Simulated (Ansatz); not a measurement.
Working through a phonon calculation by linear response of BP, space group F-43m

Computed with the Python package of Ansatz (0.2.0).

Interactive session:
```pycon
>>> from pathlib import Path
>>> import warnings
>>> import ansatz
>>> import numpy as np
>>> from pymatgen.core import Lattice, Structure
>>> from pymatgen.io.ase import AseAtomsAdaptor
>>> FUNCTIONAL = "lda"
>>> SMEARING = "fixed"
>>> MESH = (6, 6, 6)
>>> warnings.simplefilter("ignore", ansatz.DeckWarning)
>>> pmg_structure = Structure(
...     Lattice([(0.0, 2.269, 2.269), (2.269, 0.0, 2.269), (2.269, 2.269, 0.0)]),
...     ["B", "P"],
...     [
...         (0.0, 0.0, 0.0),
...         (0.25, 0.25, 0.25),
...     ],
... )
>>> xtal = ansatz.Crystal.from_ase(AseAtomsAdaptor.get_atoms(pmg_structure))
>>> xtal.resolved().sites[-1]
Site(symbol='P', position=(0.25, 0.25, 0.25), moment=None, axis=None, held=None, saved=None)
>>> setup = (
...     xtal.calculation()
...     .functional(FUNCTIONAL)
...     .basis(21 * ansatz.Ha)
...     .occupations(SMEARING)
...     .kpoints(*MESH)
...     .phonons("dfpt", dielectric=True, lo_to_directions=[(1, 1, 1)])
... )
>>> outcome = setup.run(runs_dir="runs")
RunWarning: field response: ε∞ stands inside a basis, on 6×6×6 points; the force constants stand on the 6×6×6 k-mesh, whose period is 10.26 times the interband length at k = (0.0000, 0.0000, 0.0000), direct gap 3.373 eV, under 14: take them and everything formed from them as unconverged, and compare with a denser kpoints.mp_grid
>>> ph = outcome.phonons
>>> print("Gamma modes (1/cm):", " ".join(f"{w:.1f}" for w in ph.gamma_omega_inv_cm))
Gamma modes (1/cm): 0.0 0.0 0.0 797.1 797.1 797.1
>>> print("in meV:", " ".join(f"{w * 0.1239842:.2f}" for w in ph.gamma_omega_inv_cm))
in meV: 0.00 0.00 0.00 98.83 98.83 98.83
>>> field = outcome.phonons_dielectric
>>> print("eps_inf diagonal:", np.round(np.diag(field.eps_inf), 3))
eps_inf diagonal: [9.197 9.197 9.197]
>>> for site, z in zip(outcome.lattice.sites, field.zstar_e):
...     print(f"Born charge {site.symbol:2s}", np.round(np.diag(z), 3) + 0.0)
...
Born charge B  [-0.538 -0.538 -0.538]
Born charge P  [0.538 0.538 0.538]
>>> rows = (Path(outcome.output_folder) / "results" / "optical_modes.tsv").read_text().splitlines()
>>> for line in rows:
...     if not line.startswith("#"):
...         print("  ".join(f"{float(v):.3f}" for v in line.split()[:8]))
...
0.000  0.000  0.000  797.134  3.000  2.496  0.036  -0.000
0.577  0.577  0.577  797.134  2.000  1.664  0.024  -0.012
0.577  0.577  0.577  802.297  1.000  0.832  0.012  0.012
```

The cell isn't relaxed first, so the values belong to this volume. The mesh doesn't settle the field response to the digits printed. The structure is a deposited one; some such entries were measured under pressure or heat, so a shift against it needn't be the functional's error alone. Warnings are shown shortened and without file and line. The structure is taken as given; imaginary modes can come from an unrelaxed or unstable start. The script silences the warnings on its input, which a real study should read. It ran for 14 s on 1 thread of Arm Neoverse V2, on a shared host, peak memory 0.47 GiB.

(Lines on the test bed's own set-up are left out of the output.)
